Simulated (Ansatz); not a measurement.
# Li: the cost of one run

Method: DFT PBE, plane waves, PAW, scalar-relativistic, no spin polarisation, in Ansatz 0.2.0.

## Step 1: The structure to begin with

The cell holds 16 atoms (Li16): a = 7.094 Å, b = 7.094 Å, c = 7.094 Å, α = 90.00°, β = 90.00°, γ = 90.00°.

Structure file:

```
CELL_PARAMETERS angstrom
7.09445 0.00000 0.00000
0.00000 7.09445 0.00000
0.00000 0.00000 7.09445
ATOMIC_POSITIONS crystal
Li 0.00000 0.00000 0.00000
Li 0.50000 0.00000 0.00000
Li 0.00000 0.50000 0.00000
Li 0.00000 0.00000 0.50000
Li 0.25000 0.25000 0.25000
Li 0.50000 0.50000 0.00000
Li 0.50000 0.00000 0.50000
Li 0.75000 0.25000 0.25000
Li 0.00000 0.50000 0.50000
Li 0.25000 0.75000 0.25000
Li 0.25000 0.25000 0.75000
Li 0.50000 0.50000 0.50000
Li 0.75000 0.75000 0.25000
Li 0.75000 0.25000 0.75000
Li 0.25000 0.75000 0.75000
Li 0.75000 0.75000 0.75000
```

## Step 2: Run 1

200 steps of 1.5 fs under a Langevin thermostat at 900 K.

Contents of input.yaml:

```yaml
accuracy: low
crystal:
  lattice:
    - [7.094447, 0.0, 0.0]
    - [0.0, 7.094447, 0.0]
    - [0.0, 0.0, 7.094447]
  atoms:
    - { symbol: Li, position: [0.0, 0.0, 0.0] }
    - { symbol: Li, position: [0.5, 0.0, 0.0] }
    - { symbol: Li, position: [0.0, 0.5, 0.0] }
    - { symbol: Li, position: [0.0, 0.0, 0.5] }
    - { symbol: Li, position: [0.25, 0.25, 0.25] }
    - { symbol: Li, position: [0.5, 0.5, 0.0] }
    - { symbol: Li, position: [0.5, 0.0, 0.5] }
    - { symbol: Li, position: [0.75, 0.25, 0.25] }
    - { symbol: Li, position: [0.0, 0.5, 0.5] }
    - { symbol: Li, position: [0.25, 0.75, 0.25] }
    - { symbol: Li, position: [0.25, 0.25, 0.75] }
    - { symbol: Li, position: [0.5, 0.5, 0.5] }
    - { symbol: Li, position: [0.75, 0.75, 0.25] }
    - { symbol: Li, position: [0.75, 0.25, 0.75] }
    - { symbol: Li, position: [0.25, 0.75, 0.75] }
    - { symbol: Li, position: [0.75, 0.75, 0.75] }
basis:
  ecutwfc: 420.0
kpoints:
  mp_grid: { grid: [2, 2, 2] }
hamiltonian:
  xc: pbe
scf:
  occupations: { method: fermi_dirac, width: 0.1 }
  lower_state_search: "off"
md:
  timestep: 1.5
  n_steps: 200
  ensemble: nvt_langevin
  temperature: 900.0
  initial_velocities: maxwell_boltzmann
  seed: 797621
  friction: 0.02
```

Started as:

```sh
$ ansatz run input.yaml --threads 1 --pin off --max-ram 3072MiB --backend cpu --events-out ev --progress --plain --runs-dir out
```

Q: Estimate wall time and peak memory on 1 thread of INTEL XEON PLATINUM 8581C at 2.10GHz (Emerald Rapids), shared host.

About 7.2 min, with a peak of 0.58 GiB.
